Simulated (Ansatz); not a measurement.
# SnH2F2 (SMILES [F][SnH2][F]) at 6 levels

Aim: a comparison of 6 runs (HF/3-21G, B3LYP/def2-SVP, BLYP/def2-SVP, HSE06/def2-SVP, RPA@PBE/def2-SVP, RPA@PBE0/def2-SVP) of SnH2F2. 

The calculation is run with Ansatz 0.2.0.

44 further runs of the same task are left out: 44 set aside as unsound or not needed.

## (1) The system as given

SnH2F2: 5 atoms, total charge 0, spin state singlet. SMILES: `[F][SnH2][F]`. The Sn2–F3 distance was set to 2.481 Å, away from the relaxed value.

Bond lengths: F1–Sn2 1.909 Å, Sn2–H4 1.692 Å, Sn2–H5 1.692 Å. Angles: F1–Sn2–H4 107.1°, F1–Sn2–H5 107.1°, H4–Sn2–H5 123.6°.

## (2) The energy at HF/3-21G (run 1)

The input, input.yaml:

```yaml
crystal:
  periodic: [false, false, false]
  atoms:
    - {symbol: F, position_ang: [0.064548, -0.711486, 1.929268]}
    - {symbol: Sn, position_ang: [0.536948, -0.428386, 0.101668]}
    - {symbol: F, position_ang: [-1.231200, 1.110700, -0.712400]}
    - {symbol: H, position_ang: [0.320648, -1.902286, -0.701232]}
    - {symbol: H, position_ang: [1.991248, 0.436914, 0.092868]}
basis:
  gaussian:
    orbitals: 3-21G-spherical.json
hamiltonian:
  xc: hf
accuracy: high
output:
  orbitals: {seedname: orbitals}
```

The basis set 3-21G is read from a file made from the Basis Set Exchange's data (not shown).

The run is started by

```console
ansatz run input.yaml --threads 1 --pin off --max-ram 3480MiB --events-out events.jsonl --progress --plain --runs-dir runs
```

Log:

```text
Warning: RAYON_NUM_THREADS=1 ignored (pool sized by the plan → 1); use --threads N
Functional definition: HF
  name "HF"
  exchange = exact_x
  correlation = 0
1018 factors; integrals over basis functions are off by at most 8.8e-9 eV
mean field evaluation 1: about -168575.8755 eV, gradient 4.4e1 eV
mean field evaluation 2: about -168575.9945 eV, gradient 4.5e1 eV
mean field evaluation 4: about -168579.9994 eV, gradient 3.1e0 eV
mean field evaluation 8: about -168580.0710 eV, gradient 5.0e-1 eV
mean field evaluation 16: about -168580.0737 eV, gradient 9.5e-7 eV
mean field -168580.07373718 eV, -6195.2034421634 hartree, gradient 2.2e-8 eV, S^2 0.000000; 0 other end points of the search recorded, 0 dependent functions left out
reference -168580.07373718 eV, -6195.2034421634 hartree; 35, 35 occupied and 18, 18 virtual orbitals, 1018 factors
Total energy: -168580.07373718 eV, -6195.2034421634 hartree
```

Wall time 2.4 s (1 thread of Intel Xeon Platinum 8259CL at 2.50GHz (Skylake/Cascade Lake), shared host); peak memory 0.14 GiB.

## (3) The energy at B3LYP/def2-SVP (core potential) (run 2)

The input, in.yaml:

```yaml
crystal:
  periodic: [false, false, false]
  atoms:
    - {symbol: F, position_ang: [0.064548, -0.711486, 1.929268]}
    - {symbol: Sn, position_ang: [0.536948, -0.428386, 0.101668]}
    - {symbol: F, position_ang: [-1.231200, 1.110700, -0.712400]}
    - {symbol: H, position_ang: [0.320648, -1.902286, -0.701232]}
    - {symbol: H, position_ang: [1.991248, 0.436914, 0.092868]}
basis:
  gaussian:
    orbitals: def2-SVP
hamiltonian:
  xc: {name: B3LYP}
accuracy: high
output: {orbitals: {seedname: orbitals}}
```

The run is started by

```console
ansatz run in.yaml --threads 1 --pin off --max-ram 3480MiB --events-out events.jsonl --progress --plain --runs-dir runs
```

Log:

```text
Warning: RAYON_NUM_THREADS=1 ignored (pool sized by the plan → 1); use --threads N
Functional definition: B3LYP
  name "B3LYP"
  parameter a0 = 0.2
  parameter ax = 0.72
  parameter ac = 0.81
  exchange = (1 - a0 - ax)*slater_x + ax*b88_x + a0*exact_x
  correlation = (1 - ac)*vwn_rpa_c + ac*lyp_c
1398 factors; integrals over basis functions are off by at most 6.4e-9 eV
mean field evaluation 1: about -11288.4911 eV, gradient 5.6e1 eV
mean field evaluation 2: about -11057.1718 eV, gradient 2.5e2 eV
mean field evaluation 4: about -11293.9515 eV, gradient 1.8e1 eV
mean field evaluation 8: about -11294.4447 eV, gradient 3.4e-1 eV
mean field evaluation 16: about -11294.4925 eV, gradient 7.3e-5 eV
mean field -11294.49254080 eV, -415.0649451925 hartree, gradient 1.7e-8 eV, S^2 0.000000; 0 other end points of the search recorded, 0 dependent functions left out
reference -11294.49257731 eV, -415.0649465340 hartree; 21, 21 occupied and 43, 43 virtual orbitals, 1398 factors
Total energy: -11294.49257731 eV, -415.0649465340 hartree
```

It took 8.4 s on 1 thread of Intel Xeon Platinum 8259CL at 2.50GHz (Skylake/Cascade Lake), shared host; peak memory 0.2 GiB.

Runs 3 to 4 aren't shown in full; the table further down has their settings and results.

## (4) A single-point energy at RPA@PBE/def2-SVP (core potential) (run 5)

The input, molecule.yaml:

```yaml
crystal:
  periodic: [false, false, false]
  atoms:
    - {symbol: F, position_ang: [0.064548, -0.711486, 1.929268]}
    - {symbol: Sn, position_ang: [0.536948, -0.428386, 0.101668]}
    - {symbol: F, position_ang: [-1.231200, 1.110700, -0.712400]}
    - {symbol: H, position_ang: [0.320648, -1.902286, -0.701232]}
    - {symbol: H, position_ang: [1.991248, 0.436914, 0.092868]}
basis:
  gaussian:
    orbitals: def2-SVP
hamiltonian:
  xc: pbe
correlation:
  method: rpa
  frozen_orbitals: {F: 1, H: 0, Sn: 4}
accuracy: high
```

The run is started by

```console
ansatz run molecule.yaml --threads 1 --pin off --max-ram 3480MiB --events-out events.jsonl --progress --plain --runs-dir runs
```

Log, cut to the lines that bear on the results:

```text
Warning: RAYON_NUM_THREADS=1 ignored (pool sized by the plan → 1); use --threads N
Functional definition: PBE
  name "PBE"
[...]
1398 factors; integrals over basis functions are off by at most 6.4e-9 eV
[...]
mean field -11287.32382912 eV, -414.8014998973 hartree, gradient 1.5e-8 eV, S^2 0.000000; 1 other end points of the search recorded, 0 dependent functions left out
6 core orbitals not correlated: weight in the atoms' cores, before any rotation towards them, 1.000 or more for the frozen orbitals, at most 0.000 for the correlated occupied ones
reference -11241.66616353 eV, -413.1236116348 hartree; 15, 15 occupied and 43, 43 virtual orbitals, 1398 factors
Total energy: -11262.94490105 eV, -413.9055908153 hartree
```

Wall time 11 s (1 thread of Intel Xeon Platinum 8259CL at 2.50GHz (Skylake/Cascade Lake), shared host); peak memory 0.24 GiB.

## (5) A single-point energy at RPA@PBE0/def2-SVP (core potential) (run 6)

The input, run.yaml:

```yaml
crystal:
  periodic: [false, false, false]
  atoms:
    - {symbol: F, position_ang: [0.064548, -0.711486, 1.929268]}
    - {symbol: Sn, position_ang: [0.536948, -0.428386, 0.101668]}
    - {symbol: F, position_ang: [-1.231200, 1.110700, -0.712400]}
    - {symbol: H, position_ang: [0.320648, -1.902286, -0.701232]}
    - {symbol: H, position_ang: [1.991248, 0.436914, 0.092868]}
basis:
  gaussian: {orbitals: def2-SVP}
magnetization: {spin_polarized: false, initial_magnetization: 0}
hamiltonian: {xc: pbe0}
correlation: {method: rpa, frozen_orbitals: {F: 1, H: 0, Sn: 4}}
accuracy: high
```

The run is started by

```console
ansatz run run.yaml --threads 1 --pin off --max-ram 3480MiB --events-out events.jsonl --progress --plain --runs-dir runs
```

Log, cut to the lines that bear on the results:

```text
Warning: RAYON_NUM_THREADS=1 ignored (pool sized by the plan → 1); use --threads N
Functional definition: PBE0
  name "PBE0"
[...]
1398 factors; integrals over basis functions are off by at most 6.4e-9 eV
[...]
mean field -11287.32359469 eV, -414.8014912821 hartree, gradient 4.5e-8 eV, S^2 0.000000; 2 other end points of the search recorded, 0 dependent functions left out
6 core orbitals not correlated: weight in the atoms' cores, before any rotation towards them, 1.000 or more for the frozen orbitals, at most 0.000 for the correlated occupied ones
reference -11242.45010592 eV, -413.1524209864 hartree; 15, 15 occupied and 43, 43 virtual orbitals, 1398 factors
Total energy: -11261.55148075 eV, -413.8543835639 hartree
```

It took 9.3 s on 1 thread of Intel Xeon Platinum 8259CL at 2.50GHz (Skylake/Cascade Lake), shared host; peak memory 0.24 GiB.

## (6) The series

| run | level | core potential | frozen core orbitals | energy (Eh) | HOMO energy (eV) | LUMO energy (eV) | HOMO–LUMO gap (eV) | wall time |
| --- | --- | --- | --- | --- | --- | --- | --- | --- |
| 1 | HF/3-21G | none | – | -6195.203442 | -11.97 | 1.40 | 13.37 | 2.4 s |
| 2 | B3LYP/def2-SVP (core potential) | def2-SVP | – | -415.064947 | -8.12 | -2.96 | 5.16 | 8.4 s |
| 3 | BLYP/def2-SVP (core potential) | def2-SVP | – | -414.925829 | -6.35 | -3.43 | 2.92 | 6.9 s |
| 4 | HSE06/def2-SVP (core potential) | def2-SVP | – | -414.792104 | -8.05 | -3.06 | 4.98 | 8.4 s |
| 5 | RPA@PBE/def2-SVP (core potential) | def2-SVP | 6 | -413.905591 | – | – | – | 11 s |
| 6 | RPA@PBE0/def2-SVP (core potential) | def2-SVP | 6 | -413.854384 | – | – | – | 9.3 s |

## (7) Summary of results

| quantity | value |
| --- | --- |
| run 6: total energy | -413.85438 Eh |
| run 6: RPA correlation energy (valence) | -702.0 mEh |

**Reading.** Over runs 1, 2, 3, 4 the HOMO–LUMO gap runs from 2.92 eV (BLYP/def2-SVP) to 13.37 eV (HF/3-21G). The two ends differ in method and basis and core potential. Totals of different functionals can't be ranked against each other. Some runs of one species differ in core potentials or relativity; totals across that change don't compare. In run 1 relativity is left out where basis or elements ask for it. All runs together took 46 s, the longest 11 s.
